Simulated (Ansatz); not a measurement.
Write a Python script for the Ansatz DFT code, driven from Python that makes a single point in a Gaussian basis of CH₆BFSi₂, SMILES C[Si]1(F)B[SiH2]1. Level of theory: LC-wPBE, def2-SVPD basis, multiplicity 1.

```xyz
11

C    -0.5252   -1.7356    0.1565
Si    0.4953   -0.2003    0.4656
F     1.7404   -0.3308    1.5485
B    -0.4370    1.5472    0.5942
Si    0.6632    1.2073   -1.0385
H     0.0457   -2.4868   -0.2894
H    -0.9946   -2.0329    1.1032
H    -1.3428   -1.4056   -0.5737
H    -1.2497    2.2540    1.2335
H     1.8383    2.0995   -0.9731
H    -0.1682    1.0271   -2.2062
```

`energy_ch6bfsi2.py`
```python
'''Single point of CH6BFSi2.'''

import argparse

import ansatz
import numpy as np

parser = argparse.ArgumentParser(description='Single point of CH6BFSi2.')
parser.add_argument('--basis-set', required=True, help='Gaussian basis set')
parser.add_argument('--functional', required=True, help='exchange-correlation functional')
args = parser.parse_args()

GEOMETRY = '''
C    -0.52520   -1.73560    0.15650
Si    0.49530   -0.20030    0.46560
F     1.74040   -0.33080    1.54850
B    -0.43700    1.54720    0.59420
Si    0.66320    1.20730   -1.03850
H     0.04570   -2.48680   -0.28940
H    -0.99460   -2.03290    1.10320
H    -1.34280   -1.40560   -0.57370
H    -1.24970    2.25400    1.23350
H     1.83830    2.09950   -0.97310
H    -0.16820    1.02710   -2.20620
'''


def main() -> None:
    ch6bfsi2 = ansatz.Crystal.molecule()
    for line in GEOMETRY.strip().splitlines():
        symbol, *xyz = line.split()
        ch6bfsi2 = ch6bfsi2.atom(symbol, [float(v) for v in xyz])

    job = (
        ch6bfsi2.calculation()
        .basis(gaussian=args.basis_set)
        .functional(args.functional)
        .scf(lower_state_search='light')
        .forces()
    )
    outcome = job.run(threads=1)
    r = outcome.report

    print(f'E = {r["free_energy_ev"]:.6f} eV = {r["free_energy_ev"] / 27.211386246:.7f} Ha')
    print('converged:', r['converged'], ' doubts:', r['published_state_doubts'] or 'none')

    state = r['mean_field']['state']
    print(f'mean field: {state["energy"]["hartree"]:.7f} Ha, <S^2> = {abs(state["spin_squared"]):.4f}, stability: {state.get("stability", {}).get("kind")}')

    symbols = [site.symbol for site in ch6bfsi2.cartesian_sites]
    forces = np.array(r['forces_ev_ang'])
    print('largest force', round(float(np.linalg.norm(forces, axis=1).max()), 4), 'eV/A, rms', round(float(np.sqrt((forces ** 2).mean())), 4))

    charges = r['charge_distribution']
    dipole = np.array(charges['dipole_moment_e_ang']) * 4.803205
    print('dipole (D): {:.3f} {:.3f} {:.3f}, length {:.3f}'.format(*dipole, np.linalg.norm(dipole)))
    print('atom  Mulliken   Lowdin')
    for symbol, m, l in zip(symbols, charges['mulliken_charges_e'], charges['lowdin_charges_e']):
        print(f'{symbol:4s} {m:9.3f} {l:8.3f}')


if __name__ == '__main__':
    main()
```

`python energy_ch6bfsi2.py --basis-set def2-SVPD --functional lc_wpbe` gives:
```text
E = -20265.717387 eV = -744.7513774 Ha
converged: True  doubts: none
mean field: -744.7513774 Ha, <S^2> = 0.0000, stability: minimum
largest force 4.0175 eV/A, rms 1.2373
dipole (D): -1.167 -0.733 -1.640, length 2.142
atom  Mulliken   Lowdin
C       -0.121    0.329
Si       0.731    0.107
F       -0.734   -0.127
B        0.058   -0.146
Si      -0.811    0.601
H       -0.147   -0.201
H        0.080   -0.140
H        0.234   -0.096
H        0.292   -0.100
H        0.212   -0.104
H        0.206   -0.125
```

Notes:
- These settings explore the input space; basis and method may be short of convergence.
- The geometry is a force-field or estimated start, not a minimum of this method, and the basis set is short of its limit.
- The Löwdin charges here are taken after orthogonalising the functions within each atom; they differ from plain Löwdin charges, and their signs can be unphysical.
- Timing: 10 s on 1 thread of Arm Neoverse V1 (shared host), peak memory 0.41 GiB.
